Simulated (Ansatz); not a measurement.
**LiF: properties at the relaxed cell**

An exercise on one series of results from a longer session: the logs are not shown, and one member is left open.

Method: DFT r2SCAN, scalar-relativistic, plane waves, PAW, in Ansatz 0.2.0.

1 further run of the same task is left out (set aside as unsound or not needed).

### The system as given

It takes space group Fm-3m (No. 225, cubic). The conventional cell has a = 3.990 Å, b = 3.990 Å, c = 3.990 Å, α = 90.00°, β = 90.00°, γ = 90.00°. Li (site symmetry m-3m) has 6 F at 1.99 Å as nearest neighbours. F (site symmetry m-3m) is surrounded by 6 Li at 1.99 Å.

As a file:

```cif
data_structure
_symmetry_space_group_name_H-M 'Fm-3m'
_symmetry_Int_Tables_number 225
_cell_length_a 3.9898
_cell_length_b 3.9898
_cell_length_c 3.9898
_cell_angle_alpha 90.000
_cell_angle_beta 90.000
_cell_angle_gamma 90.000
_cell_volume 63.51
loop_
_atom_site_label
_atom_site_type_symbol
_atom_site_symmetry_multiplicity
_atom_site_Wyckoff_symbol
_atom_site_fract_x
_atom_site_fract_y
_atom_site_fract_z
_atom_site_occupancy
Li1 Li 4 a 0.00000 0.00000 0.00000 1
F1 F 4 b 0.50000 0.00000 0.00000 1
```

It is the result of an earlier relaxation at this level (volume 7.94 Å³/atom; gap on the mesh: 10.33 eV).

Set-up of the first run:

Contents of input.yaml:

```yaml
crystal:
  lattice:
    - [0.0, 1.9948986619, 1.9948986619]
    - [1.9948986619, 0.0, 1.9948986619]
    - [1.9948986619, 1.9948986619, 0.0]
  atoms:
    - { symbol: Li, position: [0.0, 0.0, 0.0] }
    - { symbol: F, position: [0.5, 0.5, 0.5] }
basis:
  ecutwfc: 500
kpoints:
  mp_grid: { grid: [10, 10, 10] }
  band_path:
    path:
      - [[0.0, 0.0, 0.0], [0.5, 0.0, 0.5], [0.625, 0.25, 0.625]]
      - [[0.375, 0.375, 0.75], [0.0, 0.0, 0.0], [0.5, 0.5, 0.5], [0.5, 0.25, 0.75], [0.5, 0.0, 0.5]]
    npoints: 14
hamiltonian:
  xc: r2scan
scf:
  occupations: { method: gaussian, width: 0.02 }
  n_extra_bands: 6
output:
  forces: true
  stress: true
  eigenvalues: true
  populations: true
  dos: { projected: true, de: 0.02, nscf_kmesh: { grid: [15, 15, 15] } }
  bader: true
  write_density: true
  write_potential: true
  elf: true
  volumetric_format: npy
```

Started as:

```
$ ansatz run input.yaml --threads 1 --pin off --max-ram 2560MiB --backend cpu --events-out ev --progress --plain --runs-dir out
```

Steps of the session up to this table: Bands, states and charges; Band edges anywhere in the zone; Eigenvalues a small step from each edge; Back to the database's cell; Optical spectrum; The cell scaled to 0.97 of its volume; Volume × 1.03; Point at V/V0 = 0.94; Point at V/V0 = 1.06; Volume × 0.91; Volume × 1.10; The cell scaled to 0.88 of its volume.

One table of the session follows, with a row left open; its other results are not shown here.

It belongs to the step «Equation of state». 

```
volume (Å³/atom)  energy above the lowest point (meV/atom)  pressure (GPa)  gap on the mesh (eV)
           6.986                                      34.7           13.01                 11.67
           7.224                                      18.4            8.95                 11.30
           7.463                                       7.8            5.49                 10.95
           7.701                                         ?               ?                     ?
           7.939                                       0.0            0.02                 10.33
           8.177                                       1.6           -2.13                 10.05
           8.415                                       6.2           -3.97                  9.79
           8.733                                      16.1           -6.02                  9.47
```

Q: Estimate the row for volume (Å³/atom) = 7.701 from the others.

Worked estimate for «energy above the lowest point (meV/atom)». A straight line through the neighbours (7.463, 7.8) and (7.939, 0.0) gives 7.8 + (0.0 − 7.8) × (7.701 − 7.463) / (7.939 − 7.463) = 3.9; a parabola fitted to 4 rows on both sides gives 1.9.

As computed: energy above the lowest point (meV/atom): 1.9; pressure (GPa): 2.54; gap on the mesh (eV): 10.63. In «energy above the lowest point (meV/atom)» the line misses by +2.0 and the parabola by 0.0.
